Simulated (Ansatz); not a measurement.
# Cr2O3 (Eskolaite): the cost of one run

Computed with Ansatz 0.2.0 (DFT PBE, scalar-relativistic, plane waves, PAW, unless a step's input says otherwise).

**1. The starting structure**

It takes space group R-3c (No. 167, trigonal). Conventional cell: a = 5.030 Å, b = 5.030 Å, c = 13.605 Å, α = 90.00°, β = 90.00°, γ = 120.00°. Cr (site symmetry 3) has 6 O at 1.98 to 2.04 Å as nearest neighbours. Around O (site symmetry 2) lie 4 Cr at 1.98 to 2.04 Å.

Coordinates:

```xyz
10
Lattice="2.5150 1.4520 4.5350 -2.5150 1.4520 4.5350 0.0000 -2.9041 4.5350" Properties=species:S:1:pos:R:3 pbc="T T T"
Cr    0.0000    0.0000    4.7632
Cr    0.0000    0.0000    2.0393
Cr    0.0000    0.0000    8.8417
Cr    0.0000    0.0000   11.5656
O    -0.9984    1.4520    7.9362
O    -0.7583   -1.5907    7.9362
O     1.7567    0.1387    7.9362
O     0.9984   -1.4520    5.6687
O     0.7583    1.5907    5.6687
O    -1.7567   -0.1387    5.6687
```

An earlier run at PBE left this cell at 9.937 Å³/atom and -0.01 GPa (6×6×6 mesh).

**2. Antiferromagnetic, in the cell as typed**

The input, input.yaml:

```yaml
crystal:
  lattice:
    - [2.5150017877, 1.4520369591, 4.534965122]
    - [-2.5150017877, 1.4520369591, 4.534965122]
    - [0.0, -2.9040739183, 4.534965122]
  atoms:
    - { symbol: Cr, position: [0.3501065282, 0.3501065282, 0.3501065282], spin: 3.0 }
    - { symbol: Cr, position: [0.1498934718, 0.1498934718, 0.1498934718], spin: -3.0 }
    - { symbol: Cr, position: [0.6498934718, 0.6498934718, 0.6498934718], spin: -3.0 }
    - { symbol: Cr, position: [0.8501065282, 0.8501065282, 0.8501065282], spin: 3.0 }
    - { symbol: O, position: [0.5515020656, 0.9484979344, 0.25] }
    - { symbol: O, position: [0.25, 0.5515020656, 0.9484979344] }
    - { symbol: O, position: [0.9484979344, 0.25, 0.5515020656] }
    - { symbol: O, position: [0.4484979344, 0.0515020656, 0.75] }
    - { symbol: O, position: [0.75, 0.4484979344, 0.0515020656] }
    - { symbol: O, position: [0.0515020656, 0.75, 0.4484979344] }
basis:
  ecutwfc: 420
  ecutrho_ratio: 4
kpoints:
  mp_grid: { grid: [6, 6, 6] }
hamiltonian:
  xc: pbe
scf:
  occupations: { method: gaussian, width: 0.05 }
  lower_state_search: "off"
output:
  forces: true
  stress: true
  eigenvalues: true
  populations: true
magnetization:
  spin_polarized: true
```

The run is started by

```console
ansatz run input.yaml --threads 4 --pin off --max-ram 10240MiB --backend cpu --events-out ev --progress --plain --runs-dir out
```

Q: Estimate wall time and peak memory on 4 threads of Arm Neoverse V1, shared host.

About 18 s, with a peak of 0.62 GiB.
